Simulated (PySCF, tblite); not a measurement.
# C5H9B: geometry, infrared bands and NMR shifts

Aim: predict the infrared bands and NMR shifts of C5H9B (`B/C(C)=C\C=C`).

Computed with tblite 0.8.0 and PySCF 2.14.0, with density-fitted response routines of our own, on a single molecule in the gas phase. Atoms count from 0, in the outputs and in this text.

### 1 The starting structure

15 atoms, charge 0, multiplicity 1; geometry from: force field or distance geometry start.

Bonds of the start (Å): B0–C1 1.57, C1–C2 1.48, C1–C3 1.32, C3–C4 1.46, C4–C5 1.32, B0–H6 1.21, B0–H7 1.20, C2–H8 1.12, C2–H9 1.11, C2–H10 1.11, C3–H11 1.10, C4–H12 1.08, C5–H13 1.09, C5–H14 1.08.

### 2 Optimising the geometry with GFN2-xTB

The job: settings as JSON, then the geometry in Å.

```
{"job": {"kind": "relax", "xc": "GFN2-xTB", "basis": "xTB"}, "charge": 0, "multiplicity": 1}
B     -0.886000     1.652100    -0.291700
C     -0.809400     0.090500    -0.174700
C     -2.001100    -0.779800    -0.275900
C      0.347500    -0.510200     0.038200
C      1.582200     0.259700     0.178700
C      2.687800    -0.438700     0.380900
H     -1.867300     2.154800    -0.789800
H     -0.299100     2.257700     0.566200
H     -2.876600    -0.179400     0.091100
H     -1.954500    -1.668500     0.385600
H     -2.227100    -1.079400    -1.315900
H      0.393900    -1.601200     0.133200
H      1.604600     1.336900     0.108000
H      3.670500     0.027900     0.489600
H      2.630200    -1.514400     0.454700
```

On the command line:

```console
$ OMP_NUM_THREADS=1 python probes_run.py task.json out
```

The driver reads the jobs from task.json and runs them one after another.

**Question.** This job is followed by: GFN2-xTB harmonic vibrations, gas phase; GIAO PBE0/pcSseg-1 NMR shielding, non-relativistic, gas phase. Predict these results of the whole session: strongest single infrared mode (GFN2-xTB); zero-point energy (GFN2-xTB); ¹³C shifts against TMS (PBE0/pcSseg-1); ¹H shifts against TMS (PBE0/pcSseg-1, means over atoms taken as alike); ¹¹B shifts against BF3·OEt2 (PBE0/pcSseg-1); surface potential, 1st and 99th percentile.

The runs gave:

```
                                                              quantity                                   value
                             strongest single infrared mode (GFN2-xTB)                   2636 cm⁻¹, 163 km/mol
                                          zero-point energy (GFN2-xTB)                           76.1 kcal/mol
                                ¹³C shifts against TMS (PBE0/pcSseg-1)    165.0, 154.5, 144.6, 131.6, 32.0 ppm
¹H shifts against TMS (PBE0/pcSseg-1, means over atoms taken as alike)  7.68, 7.25, 7.19, 5.80, 5.78, 2.32 ppm
                           ¹¹B shifts against BF3·OEt2 (PBE0/pcSseg-1)                                68.5 ppm
                                 surface potential, 1st and 99th percentile                      -0.49 V and 0.93 V
```

What this shows: The optimisation took 94 steps and gained 0.451 eV; among the close pairs (by a distance rule), B0–H6 changed most, from 1.210 to 1.171 Å. All 39 modes are real, so the xTB geometry is a minimum. The strongest single mode, at 2636 cm⁻¹, moves mainly H6. Unscaled tight-binding wavenumbers are off by several per cent, some by more. Its intensities can rank the bands wrongly. At PBE0/pcSseg-1: Shielding is most anisotropic at C1 (span 260 ppm, paramagnetic term -224 ppm). At PBE0/pcSseg-1, counted by nearest atom on the grid, the HOMO lies on C1, C5 about 25 % each; C3, C4 about 12 % each, the LUMO on B0 32 %; C3 19 %.
